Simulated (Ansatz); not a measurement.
# C2H5NOSi: the cost of one run

All numbers are computed with Ansatz 0.2.0, driven from Python. The levels of theory stand in the script.

### 1 The structure

Bond lengths: O1–Si2 1.620 Å, Si2–C3 1.727 Å, C3–N4 1.305 Å, C3–C5 1.433 Å, N4–C5 1.478 Å, O1–H6 1.018 Å, Si2–H7 1.491 Å, Si2–H8 1.465 Å, C5–H9 1.060 Å, C5–H10 1.114 Å. Angles (14 of 17 angles, heavy atoms first): O1–Si2–C3 114.8°, Si2–C3–N4 146.9°, Si2–C3–C5 147.8°, N4–C3–C5 65.2°, C3–N4–C5 61.6°, C3–C5–N4 53.3°, O1–Si2–H7 106.0°, O1–Si2–H8 109.3°, C3–Si2–H7 111.2°, C3–Si2–H8 110.1°, Si2–O1–H6 115.4°, C3–C5–H9 123.4°, C3–C5–H10 118.9°, N4–C5–H9 116.1°.

The script holds or builds the structure itself.

### 2 Script

disp_c2h5nosi.py

```python
"""Dispersion corrections for C2H5NOSi."""

from dataclasses import dataclass

import ansatz as az


@dataclass(frozen=True)
class RunConfig:
    basis_set: str = "def2-SVP"


settings = RunConfig()

geometry_ang = [
    ("O", [-2.072, -0.9195, -0.8583]),
    ("Si", [-0.8922, -0.8199, 0.2467]),
    ("C", [0.3407, 0.3355, -0.1113]),
    ("N", [0.7981, 1.2202, -0.955]),
    ("C", [1.5948, 0.9235, 0.2546]),
    ("H", [-2.02, -0.2416, -1.6156]),
    ("H", [-0.3242, -2.1935, 0.3678]),
    ("H", [-1.4797, -0.5386, 1.5593]),
    ("H", [2.5302, 0.4522, 0.0925]),
    ("H", [1.6076, 1.7305, 1.0225]),
]
system = az.Crystal.molecule()
for symbol, xyz in geometry_ang:
    system = system.atom(symbol, xyz)

calculation = (
    system.calculation()
    .basis(gaussian=settings.basis_set)
    .accuracy("high")
)
for name in ["revpbe", "pbe0"]:
    for correction in ("d3bj", "d4"):
        summary = calculation.functional(name, dispersion=correction).run().report
        print(f"{name:8s} {correction:5s} total {summary['free_energy_ev']:.5f} eV, of which dispersion {1000 * summary['dispersion']['energy']['ev']:.2f} meV")
```

### 3 What the engine is handed

The engine receives this input (first run):

```yaml
crystal:
  periodic: [false, false, false]
  atoms:
    - { symbol: O, position_ang: [-2.072, -0.9195, -0.8583] }
    - { symbol: Si, position_ang: [-0.8922, -0.8199, 0.2467] }
    - { symbol: C, position_ang: [0.3407, 0.3355, -0.1113] }
    - { symbol: "N", position_ang: [0.7981, 1.2202, -0.955] }
    - { symbol: C, position_ang: [1.5948, 0.9235, 0.2546] }
    - { symbol: H, position_ang: [-2.02, -0.2416, -1.6156] }
    - { symbol: H, position_ang: [-0.3242, -2.1935, 0.3678] }
    - { symbol: H, position_ang: [-1.4797, -0.5386, 1.5593] }
    - { symbol: H, position_ang: [2.5302, 0.4522, 0.0925] }
    - { symbol: H, position_ang: [1.6076, 1.7305, 1.0225] }
accuracy: high
basis:
  gaussian:
    orbitals: def2-SVP
hamiltonian:
  xc: revpbe
  dispersion: d3bj
```

### 4 Launch

Started as:

```bash
$ python disp_c2h5nosi.py
```

What time and memory should one allow on 1 thread of Intel Xeon Platinum 8259CL at 2.50GHz (Skylake/Cascade Lake), shared host?

About 38 s, with a peak of 0.46 GiB.
